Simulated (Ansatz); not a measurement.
# Ca started on a La site in perovskite LaGaO3, 40 atoms, charge 0

How does the host give way around this defect, and what happens to the levels at the gap? The levels of theory are PBEsol, HSE06 and r²SCAN.

All numbers are computed with Ansatz 0.2.0 (PAW, plane waves).

### 1 The system as built

40 atoms (7 La, 1 Ca, 8 Ga, 24 O); a = 7.729 Å, b = 7.729 Å, c = 7.729 Å, α = 90.00°, β = 90.00°, γ = 90.00°. All atoms were shaken off their sites by about 0.02 Å along each axis. Defect site 1: (0.500, 0.500, 0.500). Starting moments add up to 1 μB.

Steps to follow: (2) PBEsol relaxation at the single k point (¼, ¼, ¼), on 7 threads of Arm Neoverse-V2; (3) HSE06 single point at the single k point (¼, ¼, ¼), on 7 threads of Arm Neoverse-V2; (4) r²SCAN single point at the single k point (¼, ¼, ¼), on 7 threads of Arm Neoverse-V2.

### 2 Relaxing the atoms with PBEsol

Input file in.yaml:

```yaml
crystal:
  lattice:
    - [7.729308, 0.000000, 0.000000]
    - [0.000000, 7.729308, 0.000000]
    - [0.000000, 0.000000, 7.729308]
  atoms:
    - { symbol: La, position: [0.005609, 0.999721, 0.998345] }
    - { symbol: La, position: [0.996847, 0.001119, 0.499424] }
    - { symbol: La, position: [0.998745, 0.501093, 0.002366] }
    - { symbol: La, position: [0.005664, 0.500207, 0.495441] }
    - { symbol: La, position: [0.503344, 0.000705, 0.999537] }
    - { symbol: La, position: [0.503300, 0.997137, 0.495625] }
    - { symbol: La, position: [0.494179, 0.496209, 0.998025] }
    - { symbol: Ca, position: [0.497079, 0.500707, 0.500770], spin: 1 }
    - { symbol: Ga, position: [0.246426, 0.255141, 0.247939] }
    - { symbol: Ga, position: [0.248981, 0.249288, 0.752577] }
    - { symbol: Ga, position: [0.249456, 0.753075, 0.247506] }
    - { symbol: Ga, position: [0.250620, 0.747793, 0.752058] }
    - { symbol: Ga, position: [0.748539, 0.251040, 0.249613] }
    - { symbol: Ga, position: [0.754638, 0.250939, 0.747982] }
    - { symbol: Ga, position: [0.749085, 0.757912, 0.249561] }
    - { symbol: Ga, position: [0.753121, 0.750277, 0.751435] }
    - { symbol: O, position: [0.252319, 0.251661, 0.999659] }
    - { symbol: O, position: [0.251039, 0.248152, 0.501141] }
    - { symbol: O, position: [0.251473, 0.747701, 0.001850] }
    - { symbol: O, position: [0.251091, 0.747245, 0.501007] }
    - { symbol: O, position: [0.747136, 0.245443, 0.003209] }
    - { symbol: O, position: [0.748905, 0.250135, 0.496586] }
    - { symbol: O, position: [0.750842, 0.747342, 0.000010] }
    - { symbol: O, position: [0.743734, 0.752001, 0.499684] }
    - { symbol: O, position: [0.001029, 0.248999, 0.251489] }
    - { symbol: O, position: [0.000940, 0.251632, 0.749019] }
    - { symbol: O, position: [0.998828, 0.750488, 0.247108] }
    - { symbol: O, position: [0.000507, 0.753205, 0.748470] }
    - { symbol: O, position: [0.500296, 0.248232, 0.244798] }
    - { symbol: O, position: [0.498056, 0.245137, 0.750624] }
    - { symbol: O, position: [0.504168, 0.749536, 0.250575] }
    - { symbol: O, position: [0.498972, 0.753023, 0.742586] }
    - { symbol: O, position: [0.251701, 0.999289, 0.247328] }
    - { symbol: O, position: [0.247433, 0.998446, 0.750864] }
    - { symbol: O, position: [0.249941, 0.500625, 0.244659] }
    - { symbol: O, position: [0.251817, 0.498046, 0.747592] }
    - { symbol: O, position: [0.748362, 0.994308, 0.253907] }
    - { symbol: O, position: [0.750075, 0.999158, 0.748498] }
    - { symbol: O, position: [0.748027, 0.499402, 0.251729] }
    - { symbol: O, position: [0.749498, 0.499076, 0.749080] }
  symmetry: { detect: false }
kpoints:
  mp_grid: { grid: [1, 1, 1], shift: [0.25, 0.25, 0.25] }
hamiltonian:
  xc: pbesol
magnetization:
  spin_polarized: true
scf:
  occupations: { method: fermi_dirac, width: 0.01 }
relax:
  f_tol: 0.03
  max_steps: 80
  escape_saddle: false
  adjacent_minimum: "off"
output:
  forces: true
  eigenvalues: true
  populations: true
```

On the command line:

```console
$ ansatz run in.yaml --threads 7 --pin off --max-ram 13300MiB --runs-dir r --events-out ev --progress --plain
```

After this run come: Single point with HSE06; r²SCAN single point.

**Question.** What will these runs give? Wanted: for each run, top filled to lowest empty; moment.

As calculated:

```
             level                     time  top filled to lowest empty (eV)  moment (μB)
PBEsol, relaxation     94 s (7 CPU threads)                             none         1.00
             HSE06  7.2 min (7 CPU threads)                             0.51         1.00
            r²SCAN     42 s (7 CPU threads)                             0.06         1.00
```

```
            quantity                             value
          relaxation  9 recorded steps, 2.56 eV gained
       largest shift                      0.48 Å (O31)
largest local moment                     +0.08 μB on O
```

**In words.** The relaxation lowers the energy by 2.56 eV; the largest shift is 0.48 Å (O31). At the same k points, r²SCAN gives a spacing 0.45 eV smaller than the 0.51 eV of HSE06. In a defect cell this spacing can involve defect levels, so it need not be the gap. The price of HSE06 is about 10 times the time of r²SCAN here. PBEsol leaves levels partly filled (a spacing under the smearing width does that too), while HSE06 opens a spacing of 0.51 eV.
